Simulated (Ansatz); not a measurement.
# GePH2 (quartet): the correlation ladder, cc-pVDZ

Aim: climb from Hartree-Fock through coupled cluster and multireference methods for GePH2 (quartet) at one geometry and basis, and see what each rung misses.

The runs use Ansatz 0.2.0, Gaussian basis; cc-pVDZ, core rule «outside noble gas», up to 19 orbitals frozen.

To be run: UHF; CCSD(T) on ROHF; CCSD(T) on UHF; BCCD(T) on ROHF; CISD; CCSDT(Q) on ROHF; CCSDT(Q) on UHF; CASSCF and MRCISD+Q, 11 electrons in 10 orbitals; CASSCF and NEVPT4(SD), 11 electrons in 10 orbitals; CASSCF and NEVPT2, 11 electrons in 10 orbitals.

21 further runs of the same task are left out: 13 that didn't finish, 8 set aside as unsound or not needed.

**1. The system**

The geometry is a PBE0/def2-TZVP stationary point (not a proven minimum). No spin-orbit coupling is included. The filled d shell of Ge may be among the frozen orbitals whatever the setting's name suggests; the logs give the count.

4 atoms, charge 0, spin multiplicity 4.

Atoms are counted from 1 here; the program's logs count them from 0.

Bond lengths: Ge1–P2 2.570 Å, P2–H3 1.417 Å, P2–H4 1.417 Å. Angles: Ge1–P2–H3 131.2°, Ge1–P2–H4 131.2°, H3–P2–H4 97.5°.

**2. UHF**

File in.yaml:

```yaml
crystal:
  periodic: [false, false, false]
  atoms:
    - {symbol: Ge, position_ang: [0.000000, 0.000000, 0.820452]}
    - {symbol: P, position_ang: [0.000000, 0.000000, -1.749476]}
    - {symbol: H, position_ang: [0.000000, 1.065765, -2.683586]}
    - {symbol: H, position_ang: [0.000000, -1.065765, -2.683586]}
basis:
  gaussian: {orbitals: cc-pVDZ}
magnetization: {spin_polarized: true, initial_magnetization: 3}
hamiltonian: {xc: hf}
output: {orbitals: {seedname: orbitals}}
```

Started as:

```
ansatz run in.yaml --threads 1 --pin off --events-out ev --progress --plain --max-ram 2393MiB
```

The runs that follow: CCSD(T) on ROHF; CCSD(T) on UHF; BCCD(T) on ROHF; CISD; CCSDT(Q) on ROHF; CCSDT(Q) on UHF; CASSCF and MRCISD+Q, 11 electrons in 10 orbitals; CASSCF and NEVPT4(SD), 11 electrons in 10 orbitals; CASSCF and NEVPT2, 11 electrons in 10 orbitals.

Before running them: what should the planned runs give, taken together? Wanted: UCCSDT(Q) below the RHF energy; RMP2 from UCCSDT(Q); UMP2 from UCCSDT(Q); RCCSD from UCCSDT(Q); RCCSD(T) from UCCSDT(Q); UCCSD(T) from UCCSDT(Q); RCCSDT(Q) from UCCSDT(Q); NEVPT2 valence from UCCSDT(Q); NEVPT4(SD) valence from UCCSDT(Q).

The runs gave:

| quantity | value |
| --- | --- |
| UCCSDT(Q) below the RHF energy | -5.7396 eV |
| RMP2 from UCCSDT(Q) | +117.4 kJ/mol |
| UMP2 from UCCSDT(Q) | +120.4 kJ/mol |
| RCCSD from UCCSDT(Q) | +18.7 kJ/mol |
| RCCSD(T) from UCCSDT(Q) | +4.6 kJ/mol |
| UCCSD(T) from UCCSDT(Q) | +3.9 kJ/mol |
| RCCSDT(Q) from UCCSDT(Q) | +0.8 kJ/mol |
| NEVPT2 valence from UCCSDT(Q) | +105.7 kJ/mol |
| NEVPT4(SD) valence from UCCSDT(Q) | +10.7 kJ/mol |
| MRCISD+Q valence from UCCSDT(Q) | +2.7 kJ/mol |
| levels within 1 kcal/mol (43 meV) | UCCSD(T), RCCSDT, UCCSDT, RCCSDT(Q), MRCISD+Q valence |
| T1 diagnostic | 0.019 |
| effectively unpaired electrons | 3.02 |

RCCSD(T) misses by +4.6 kJ/mol, 0.8 % of the correlation energy. One determinant dominates. Of the multireference levels listed MRCISD+Q valence comes nearest in total energy (+2.7 kJ/mol), which doesn't show that its space is the better one. These misses are within one basis, not against nature; the frozen cores of restricted and unrestricted runs differ, which can shift their rows.
